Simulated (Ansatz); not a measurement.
# Al30Cu: the cost of one run

Method: DFT PBE+D3(BJ), plane waves, PAW, scalar-relativistic, no spin polarisation, in Ansatz 0.2.0.

### 1 The system as given

The cell holds 31 atoms (Al30Cu): a = 8.100 Å, b = 8.100 Å, c = 8.100 Å, α = 90.00°, β = 90.00°, γ = 90.00°.

Its coordinates follow in the input file.

### 2 End point A

input.yaml

```yaml
crystal:
  lattice:
    - [8.1, 0.0, 0.0]
    - [0.0, 8.1, 0.0]
    - [0.0, 0.0, 8.1]
  atoms:
    - { symbol: Al, position: [0.5077437, -3.15e-05, -0.0009097] }
    - { symbol: Al, position: [0.7446937, 0.254227, 0.0022584] }
    - { symbol: Al, position: [0.7521407, -0.0027507, 0.2438704] }
    - { symbol: Al, position: [-0.002504, 5.08e-05, -0.0006914] }
    - { symbol: Al, position: [0.247644, 0.253575, 0.0002411] }
    - { symbol: Al, position: [0.5069197, 0.5001311, 0.0006141] }
    - { symbol: Al, position: [0.7477619, 0.7495504, -0.0055741] }
    - { symbol: Al, position: [0.2527694, -0.0044954, 0.2490652] }
    - { symbol: Al, position: [0.495808, 0.2522623, 0.251259] }
    - { symbol: Al, position: [0.7553429, 0.504445, 0.248922] }
    - { symbol: Al, position: [0.4949243, -0.0013511, 0.5026302] }
    - { symbol: Al, position: [0.749146, 0.2518652, 0.4941719] }
    - { symbol: Al, position: [0.7547172, -5.07e-05, 0.746498] }
    - { symbol: Al, position: [-0.0049503, 0.4939477, -0.0015391] }
    - { symbol: Al, position: [0.25438, 0.7498941, -0.0038557] }
    - { symbol: Cu, position: [0.0018677, 0.2467546, 0.2460957] }
    - { symbol: Al, position: [0.2579251, 0.4962021, 0.2431496] }
    - { symbol: Al, position: [0.5067524, 0.7462282, 0.2493375] }
    - { symbol: Al, position: [-0.0058043, -0.0009954, 0.4998558] }
    - { symbol: Al, position: [0.2504653, 0.2457956, 0.4918274] }
    - { symbol: Al, position: [0.4971241, 0.4942179, 0.5022954] }
    - { symbol: Al, position: [0.7467289, 0.7475155, 0.4969126] }
    - { symbol: Al, position: [0.2579782, -0.0010783, 0.7519386] }
    - { symbol: Al, position: [0.5022615, 0.2511343, 0.7504994] }
    - { symbol: Al, position: [0.7518349, 0.5017931, 0.7517065] }
    - { symbol: Al, position: [-0.0045867, 0.7445295, 0.2509529] }
    - { symbol: Al, position: [0.2501219, 0.74849, 0.4959556] }
    - { symbol: Al, position: [0.0003814, 0.2522386, 0.745625] }
    - { symbol: Al, position: [0.2545533, 0.4990211, 0.7457008] }
    - { symbol: Al, position: [0.5021464, 0.7490544, 0.7563044] }
    - { symbol: Al, position: [0.0043572, 0.7539006, 0.7500948] }
basis:
  ecutwfc: 420.0
kpoints:
  mp_grid: { grid: [3, 3, 3] }
hamiltonian:
  xc: pbe
  dispersion: d3bj
  pseudopotentials: { kind: paw, azcp: { folder: soft_1 } }
scf:
  occupations: { method: gaussian, width: 0.1 }
  lower_state_search: "off"
relax:
  f_tol: 0.03
  max_steps: 60
  adjacent_minimum: "off"
```

Launch:

```bash
> ansatz run input.yaml --threads 4 --pin off --max-ram 10240MiB --backend cpu --events-out ev --progress --plain --runs-dir out
```

**Question.** How long does this run take on 4 threads of Arm Neoverse V1, shared host, and how much memory does it need?

About 60 s, with a peak of 1.4 GiB.
